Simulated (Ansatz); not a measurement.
**CH4AlClF2Si: a ladder of functionals and wavefunction methods**

Aim: compute CH4AlClF2Si with functionals from several rungs and with coupled cluster, and see how far each lands from CCSD(T) at the basis-set limit for the atomisation energy.

Computed with Ansatz 0.2.0, Gaussian basis. Level: functionals in def2-TZVPP, the program's frozen cores in correlated methods.

Plan: LDA (SPW92), PBE-D4, revPBE-D4, BLYP-D4, r2SCAN-D4, B97M-V, PBE0-D4, B3LYP-D4, r2SCANh-D4, r2SCAN0-D4, HSE06-D4, BHLYP-D4, CAM-B3LYP-D4, LC-ωPBE, ωB97X-V, ωB97M-V, B2PLYP, PBE-QIDH; CCSD(T)/def2-SVP; CCSD(T)/def2-TZVPP; MP2/def2-QZVPP; extrapolation to the limit; RPA on PBE.

## Step 1: The relaxed structure

All runs share one geometry, relaxed beforehand with PBE0-D4 in a triple-zeta def2 set.

SMILES `F[CH]([SiH3])[Al]([F])[Cl]`, 10 atoms, charge 0, spin multiplicity 1.

Atoms are counted from 1 here; the program's logs count them from 0.

Bond lengths: F1–C2 1.406 Å, C2–Si3 1.894 Å, C2–Al4 1.962 Å, C2–H7 1.100 Å, Si3–H8 1.484 Å, Si3–H9 1.486 Å, Si3–H10 1.487 Å, Al4–F5 1.642 Å, Al4–Cl6 2.074 Å. Angles: F1–C2–Si3 109.5°, F1–C2–Al4 110.0°, F1–C2–H7 107.8°, Si3–C2–Al4 114.3°, Si3–C2–H7 107.1°, Al4–C2–H7 108.0°, C2–Si3–H8 110.7°, C2–Si3–H9 109.8°, C2–Si3–H10 107.0°, H8–Si3–H9 109.5°, H8–Si3–H10 110.5°, H9–Si3–H10 109.3°, C2–Al4–F5 117.7°, C2–Al4–Cl6 123.1°, F5–Al4–Cl6 119.2°.

## Step 2: LDA

This LDA is Slater exchange with PW92 correlation.

in.yaml

```yaml
crystal:
  periodic: [false, false, false]
  atoms:
    - {symbol: F, position_ang: [-1.324028, -1.419380, 0.175792]}
    - {symbol: C, position_ang: [-0.533229, -0.398300, -0.379627]}
    - {symbol: Si, position_ang: [1.297455, -0.794460, -0.099758]}
    - {symbol: Al, position_ang: [-1.097123, 1.344489, 0.322424]}
    - {symbol: F, position_ang: [-0.447796, 2.688621, -0.361585]}
    - {symbol: Cl, position_ang: [-2.430518, 1.554899, 1.897305]}
    - {symbol: H, position_ang: [-0.701541, -0.397383, -1.466581]}
    - {symbol: H, position_ang: [1.633647, -2.135691, -0.639882]}
    - {symbol: H, position_ang: [1.605510, -0.752833, 1.353524]}
    - {symbol: H, position_ang: [2.080724, 0.258837, -0.798412]}
basis:
  gaussian: {orbitals: def2-TZVPP}
hamiltonian: {xc: lda}
output: {orbitals: {seedname: orbitals}}
```

The run is started by

```
ansatz run in.yaml --threads 4 --pin off --events-out ev --progress --plain --max-ram 10444MiB
```

The runs that follow: PBE-D4 (GGA); revPBE-D4 (GGA); BLYP-D4 (GGA); r2SCAN-D4 (meta-GGA); B97M-V (meta-GGA); PBE0-D4 (hybrid); B3LYP-D4 (hybrid); r2SCANh-D4 (hybrid); r2SCAN0-D4 (hybrid); HSE06-D4 (hybrid); BHLYP-D4 (hybrid); CAM-B3LYP-D4 (range-separated); LC-ωPBE (range-separated); ωB97X-V (range-separated); ωB97M-V (range-separated); B2PLYP (double hybrid); PBE-QIDH (double hybrid); CCSD(T) in def2-SVP; CCSD(T) in def2-TZVPP; MP2 in def2-QZVPP; RPA on PBE orbitals.

Before running them: what should the planned runs give, taken together? Wanted: atomisation energy, CCSD(T)/CBS; farthest beyond LDA; mean size of error, GGA; mean size of error, meta-GGA; mean size of error, hybrid; mean size of error, range-separated; mean size of error, double hybrid; gap, smallest and largest; T1 diagnostic.

**Answer**, as computed:

| quantity | value |
| --- | --- |
| atomisation energy, CCSD(T)/CBS | 36.092 eV |
| functionals within 0.180 eV (0.5 %) | r2SCAN-D4, B97M-V, CAM-B3LYP-D4, ωB97X-V, ωB97M-V |
| farthest beyond LDA | BHLYP-D4 (-1.324 eV) |
| mean size of error, GGA | 0.447 eV |
| mean size of error, meta-GGA | 0.069 eV |
| mean size of error, hybrid | 0.557 eV |
| mean size of error, range-separated | 0.101 eV |
| mean size of error, double hybrid | 0.548 eV |
| gap, smallest and largest | 5.07 eV (LDA (SPW92)), 12.13 eV (LC-ωPBE) |
| T1 diagnostic | 0.0121 |
| triples share of the correlation energy | 3.4 % |

LDA overbinds by 4.768 eV (13 %). PBE-D4 is off by +0.237 eV. Double hybrids carry the basis error of their MP2 part in triple zeta, and no dispersion term here, so their miss is partly the set-up's. The rungs meta-GGA, range-separated miss on average by less than the doubt on the reference (0.180 eV), so they tie. Misses under about 0.180 eV are within the doubt on the reference itself, which lacks core-valence correlation, relativity and higher excitations. Hartree-Fock recovers 74 % of the binding; the rest is correlation. CCSD(T) in def2-SVP is off by -2.385 eV, so the small basis spoils what the method gains. Orbital gaps span 5.1 to 12.1 eV; exact exchange widens them.
